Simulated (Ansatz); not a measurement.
# Si3Ge: the cost of one run

Program: Ansatz 0.2.0. Level of theory: DFT, plane waves, PAW, no spin polarisation. These are calculated values, not measurements.

## 1. Starting point

The cell holds 16 atoms (Ge4Si12): a = 7.776 Å, b = 7.776 Å, c = 5.484 Å, α = 90.00°, β = 90.00°, γ = 90.00°.

Coordinates:

```xyz
16
Lattice="7.7762 0.0000 0.0000 0.0000 7.7762 0.0000 0.0000 0.0000 5.4837" Properties=species:S:1:pos:R:3 pbc="T T T"
Si    1.9440    0.0000    4.1395
Si    1.9440    1.9440    0.0000
Si    0.0000    1.9440    1.3442
Ge    0.0000    0.0000    2.7418
Si    1.9440    3.8881    4.1395
Si    1.9440    5.8321    0.0000
Si    0.0000    5.8321    1.3442
Ge    0.0000    3.8881    2.7418
Si    5.8321    0.0000    4.1395
Si    5.8321    1.9440    0.0000
Si    3.8881    1.9440    1.3442
Ge    3.8881    0.0000    2.7418
Si    5.8321    3.8881    4.1395
Si    5.8321    5.8321    0.0000
Si    3.8881    5.8321    1.3442
Ge    3.8881    3.8881    2.7418
```

## 2. Run 1: PBEsol

Contents of input.yaml:

```yaml
crystal:
  lattice:
    - [7.7761932354, 0.0, 0.0]
    - [0.0, 7.7761932354, 0.0]
    - [0.0, 0.0, 5.4836775972]
  atoms:
    - { symbol: Si, position: [0.25, 0.0, 0.754877492] }
    - { symbol: Si, position: [0.25, 0.25, 0.0] }
    - { symbol: Si, position: [0.0, 0.25, 0.245122508] }
    - { symbol: Ge, position: [0.0, 0.0, 0.5] }
    - { symbol: Si, position: [0.25, 0.5, 0.754877492] }
    - { symbol: Si, position: [0.25, 0.75, 0.0] }
    - { symbol: Si, position: [0.0, 0.75, 0.245122508] }
    - { symbol: Ge, position: [0.0, 0.5, 0.5] }
    - { symbol: Si, position: [0.75, 0.0, 0.754877492] }
    - { symbol: Si, position: [0.75, 0.25, 0.0] }
    - { symbol: Si, position: [0.5, 0.25, 0.245122508] }
    - { symbol: Ge, position: [0.5, 0.0, 0.5] }
    - { symbol: Si, position: [0.75, 0.5, 0.754877492] }
    - { symbol: Si, position: [0.75, 0.75, 0.0] }
    - { symbol: Si, position: [0.5, 0.75, 0.245122508] }
    - { symbol: Ge, position: [0.5, 0.5, 0.5] }
kpoints:
  mp_grid: { grid: [2, 2, 2] }
hamiltonian:
  xc: pbesol
scf:
  occupations: { method: fermi_dirac, width: 0.02 }
md:
  ensemble: nvt_nose_hoover
  temperature: 200
  timestep: 1.5
  n_steps: 40
  initial_velocities: maxwell_boltzmann
  seed: 9692
```

Launch:

```console
$ ansatz run input.yaml --threads 4 --pin off --max-ram 3686MiB --backend cpu --events-out ev --progress --plain --runs-dir out
```

What time and memory should one allow on 4 threads of Arm Neoverse V1, shared host?

About 67 s, with a peak of 0.98 GiB.
